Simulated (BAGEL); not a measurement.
# GeH3SF (SMILES [F][GeH2][SH]): levels of theory compared

Aim: a comparison of 4 runs (B3LYP/6-31G*, B3LYP/aug-cc-pVDZ, PBE0/aug-cc-pVDZ, RI-MP2/aug-cc-pVDZ) of GeH3SF. 

Program for the calculation: BAGEL 1.2.2.

### 1 Starting point

GeH3SF: 6 atoms, total charge 0, spin state singlet. As SMILES, `[F][GeH2][SH]`. The shape is that of a PBE0-D4/def2-TZVP optimisation. This is one conformer, not always the lowest.

Bond lengths: F1–Ge2 1.741 Å, Ge2–S3 2.200 Å, Ge2–H4 1.532 Å, Ge2–H5 1.530 Å, S3–H6 1.343 Å. Angles: F1–Ge2–S3 109.3°, F1–Ge2–H4 105.1°, F1–Ge2–H5 106.5°, S3–Ge2–H4 112.0°, S3–Ge2–H5 107.9°, Ge2–S3–H6 94.0°, H4–Ge2–H5 115.8°.

### 2 A single-point energy at B3LYP/6-31G(d) (density fitting with qzvpp-jkfit, spherical functions) (run 1)

File dft.json:

```json
{ "bagel": [

{
  "title": "molecule",
  "basis": "6-31gs.json",
  "df_basis": "qzvpp-jkfit",
  "angstrom": "true",
  "geometry": [
    { "atom": "F", "xyz": [   -1.827000,    0.202700,    0.284700 ] },
    { "atom": "Ge", "xyz": [   -0.256800,    0.103100,   -0.460100 ] },
    { "atom": "S", "xyz": [    1.293400,    0.470100,    1.056800 ] },
    { "atom": "H", "xyz": [   -0.176000,   -1.316500,   -1.029800 ] },
    { "atom": "H", "xyz": [   -0.189800,    1.236800,   -1.485200 ] },
    { "atom": "H", "xyz": [    1.198400,   -0.760300,    1.587300 ] }
  ]
},
{
  "title": "ks",
  "xc_func": "b3lyp"
},
{
  "title": "print",
  "file": "orbitals.molden",
  "orbitals": "true"
}

]}
```

The basis set 6-31G* is read from a file made from the Basis Set Exchange's data (not shown).

The run is started by

```bash
$ BAGEL_NUM_THREADS=1 BAGEL dft.json > dft.out
```

The log of the run:

```text
* using 1 threads per process

  ===============================================================
  ===============================================================

  *** Geometry ***

[... 19 lines left out ...]
    * Removing 9498 points whose weight is below 1.00e-10
[... 2 lines left out ...]
  === Nuclear Repulsion ===
   280.1974620912

       - DIIS with orbital gradients will be used.

  === KS iteration (b3lyp / 6-31gs.json) ===
      0      -2490.76293653          0.13208168           0.30
      1      -2289.03366894          0.23471587           0.30
      2      -2376.90721314          0.14912966           0.31
[... 17 lines of this table left out ...]
     20      -2576.64063972          0.00000000           0.30
    * SCF iteration converged.

    * Permanent dipole moment:
           (   -0.416886,     0.457852,     0.454843) a.u.

    * METHOD: KS                                   6.37

    * METHOD: PRINT                                0.01

  ===============================================================
```

Run time: 6.9 s. Hardware: 1 thread of Intel Xeon 6975P-C (Granite Rapids), shared host; peak memory 0.33 GiB.

### 3 The energy at B3LYP/aug-cc-pVDZ (density fitting with qzvpp-jkfit) (run 2)

File calc.json:

```json
{ "bagel" : [

{
  "title" : "molecule",
  "basis" : "aug-cc-pvdz.json",
  "df_basis" : "qzvpp-jkfit",
  "angstrom" : true,
  "geometry" : [
    { "atom" : "F", "xyz" : [   -1.827000,    0.202700,    0.284700 ] },
    { "atom" : "Ge", "xyz" : [   -0.256800,    0.103100,   -0.460100 ] },
    { "atom" : "S", "xyz" : [    1.293400,    0.470100,    1.056800 ] },
    { "atom" : "H", "xyz" : [   -0.176000,   -1.316500,   -1.029800 ] },
    { "atom" : "H", "xyz" : [   -0.189800,    1.236800,   -1.485200 ] },
    { "atom" : "H", "xyz" : [    1.198400,   -0.760300,    1.587300 ] }
  ]
},
{ "title" : "ks", "xc_func" : "b3lyp", "charge" : 0 },
{ "title" : "print", "file" : "orbitals.molden", "orbitals" : true }

]}
```

The basis set aug-cc-pVDZ is read from a file made from the Basis Set Exchange's data (not shown).

The run is started by

```bash
$ BAGEL_NUM_THREADS=1 BAGEL calc.json > calc.out
```

The log of the run:

```text
* using 1 threads per process

  ===============================================================
  ===============================================================

  *** Geometry ***

[... 19 lines left out ...]
    * Removing 9498 points whose weight is below 1.00e-10
[... 2 lines left out ...]
  === Nuclear Repulsion ===
   280.1974620912

       - DIIS with orbital gradients will be used.

  === KS iteration (b3lyp / aug-cc-pvdz.json) ===
      0      -2547.62003546          0.08599326           0.45
      1      -2415.22125598          0.17716676           0.41
      2      -2367.78896230          0.25109502           0.41
[... 28 lines of this table left out ...]
     31      -2576.94723701          0.00000001           0.42
    * SCF iteration converged.

    * Permanent dipole moment:
           (   -0.531055,     0.366011,     0.445600) a.u.

    * METHOD: KS                                  14.35

    * METHOD: PRINT                                0.01

  ===============================================================
```

Run time: 15 s. Hardware: 1 thread of Intel Xeon 6975P-C (Granite Rapids), shared host; peak memory 0.47 GiB.

### 4 The energy at PBE0/aug-cc-pVDZ (density fitting with qzvpp-jkfit) (run 3)

File input.json:

```json
{ "bagel" : [

{
  "title" : "molecule",
  "basis" : "aug-cc-pvdz.json",
  "df_basis" : "qzvpp-jkfit",
  "angstrom" : true,
  "geometry" : [
    { "atom" : "F", "xyz" : [      -1.827000,       0.202700,       0.284700 ] },
    { "atom" : "Ge", "xyz" : [      -0.256800,       0.103100,      -0.460100 ] },
    { "atom" : "S", "xyz" : [       1.293400,       0.470100,       1.056800 ] },
    { "atom" : "H", "xyz" : [      -0.176000,      -1.316500,      -1.029800 ] },
    { "atom" : "H", "xyz" : [      -0.189800,       1.236800,      -1.485200 ] },
    { "atom" : "H", "xyz" : [       1.198400,      -0.760300,       1.587300 ] }
  ]
},

{
  "title" : "ks",
  "xc_func" : "pbe0"
},

{
  "title" : "print",
  "file" : "orbitals.molden",
  "orbitals" : true
}

]}
```

The basis set aug-cc-pVDZ is read from a file made from the Basis Set Exchange's data (not shown).

The run is started by

```bash
$ BAGEL_NUM_THREADS=1 BAGEL input.json > input.out
```

The log of the run:

```text
* using 1 threads per process

  ===============================================================
  ===============================================================

  *** Geometry ***

[... 19 lines left out ...]
    * Removing 9498 points whose weight is below 1.00e-10
[... 2 lines left out ...]
  === Nuclear Repulsion ===
   280.1974620912

       - DIIS with orbital gradients will be used.

  === KS iteration (pbe0 / aug-cc-pvdz.json) ===
      0      -2547.11482634          0.08582738           0.43
      1      -2416.62930971          0.17269994           0.42
      2      -2374.80430727          0.23653956           0.41
[... 19 lines of this table left out ...]
     22      -2576.38627740          0.00000001           0.41
    * SCF iteration converged.

    * Permanent dipole moment:
           (   -0.521360,     0.380065,     0.449908) a.u.

    * METHOD: KS                                  10.23

    * METHOD: PRINT                                0.01

  ===============================================================
```

It took 11 s on 1 thread of Intel Xeon 6975P-C (Granite Rapids), shared host; peak memory 0.47 GiB.

### 5 The energy at RI-MP2/aug-cc-pVDZ (density fitting with qzvpp-jkfit) (run 4)

File mp2.json:

```json
{ "bagel" : [

{
  "title" : "molecule",
  "basis" : "aug-cc-pvdz.json",
  "df_basis" : "qzvpp-jkfit",
  "angstrom" : true,
  "geometry" : [
    { "atom" : "F", "xyz" : [   -1.827000,    0.202700,    0.284700 ] },
    { "atom" : "Ge", "xyz" : [   -0.256800,    0.103100,   -0.460100 ] },
    { "atom" : "S", "xyz" : [    1.293400,    0.470100,    1.056800 ] },
    { "atom" : "H", "xyz" : [   -0.176000,   -1.316500,   -1.029800 ] },
    { "atom" : "H", "xyz" : [   -0.189800,    1.236800,   -1.485200 ] },
    { "atom" : "H", "xyz" : [    1.198400,   -0.760300,    1.587300 ] }
  ]
},
{
  "title" : "hf"
},
{
  "title" : "mp2",
  "ncore" : 15
}

]}
```

The basis set aug-cc-pVDZ is read from a file made from the Basis Set Exchange's data (not shown).

The run is started by

```bash
$ BAGEL_NUM_THREADS=1 BAGEL mp2.json > mp2.out
```

The log of the run:

```text
* using 1 threads per process

  ===============================================================
  ===============================================================

  *** Geometry ***

[... 30 lines left out ...]
    * SCF iteration converged.
[... 1 line left out ...]
    * Permanent dipole moment:
[... 2 lines left out ...]
    * METHOD: HF                                   1.81

  *** RHF ***

  === Nuclear Repulsion ===
   280.1974620912

      * DIIS with orbital gradients will be used.

  === RHF iteration (aug-cc-pvdz.json) ===
      0      -2574.13020272          0.00000000           0.11
    * SCF iteration converged.

    * Permanent dipole moment:
           (   -0.556585,     0.413186,     0.509536) a.u.

  === DF-MP2 calculation ===

    * freezing 15 orbitals
    * 3-index integral transformation done
    * assembly done

      MP2 correlation energy:   -0.4764266631      0.06

      MP2 total energy:       -2574.6066293808

    * METHOD: MP2                                  0.30

  ===============================================================
```

Run time: 2.6 s. Hardware: 1 thread of Intel Xeon 6975P-C (Granite Rapids), shared host; peak memory 0.18 GiB.

### 6 Overview of the runs

| run | level | frozen core orbitals | energy (Eh) | dipole moment (D) | HOMO energy (eV) | LUMO energy (eV) | wall time |
| --- | --- | --- | --- | --- | --- | --- | --- |
| 1 | B3LYP/6-31G* (density fitting with qzvpp-jkfit, spherical functions) | – | -2576.640640 | 1.95 | -7.52 | -0.14 | 6.9 s |
| 2 | B3LYP/aug-cc-pVDZ (density fitting with qzvpp-jkfit) | – | -2576.947237 | 1.99 | -7.72 | -0.80 | 15 s |
| 3 | PBE0/aug-cc-pVDZ (density fitting with qzvpp-jkfit) | – | -2576.386277 | 2.00 | -7.97 | -0.51 | 11 s |
| 4 | RI-MP2/aug-cc-pVDZ (density fitting with qzvpp-jkfit) | 15 | -2574.606629 | – | – | – | 2.6 s |

### 7 What came out

| quantity | value |
| --- | --- |
| run 4: total energy | -2574.60663 Eh |
| run 4: correlation energy (15 core orbitals frozen) | -476.4 mEh |

Over runs 1, 2, 3 the dipole moment (its size) runs from 1.95 D (B3LYP/6-31G*) to 2.00 D (PBE0/aug-cc-pVDZ). The two ends differ in method and basis. Over runs 1, 2, 3 the HOMO–LUMO gap runs from 6.92 eV (B3LYP/aug-cc-pVDZ) to 7.46 eV (PBE0/aug-cc-pVDZ). Totals of different functionals can't be ranked against each other. All runs together took 35 s, the longest 15 s.
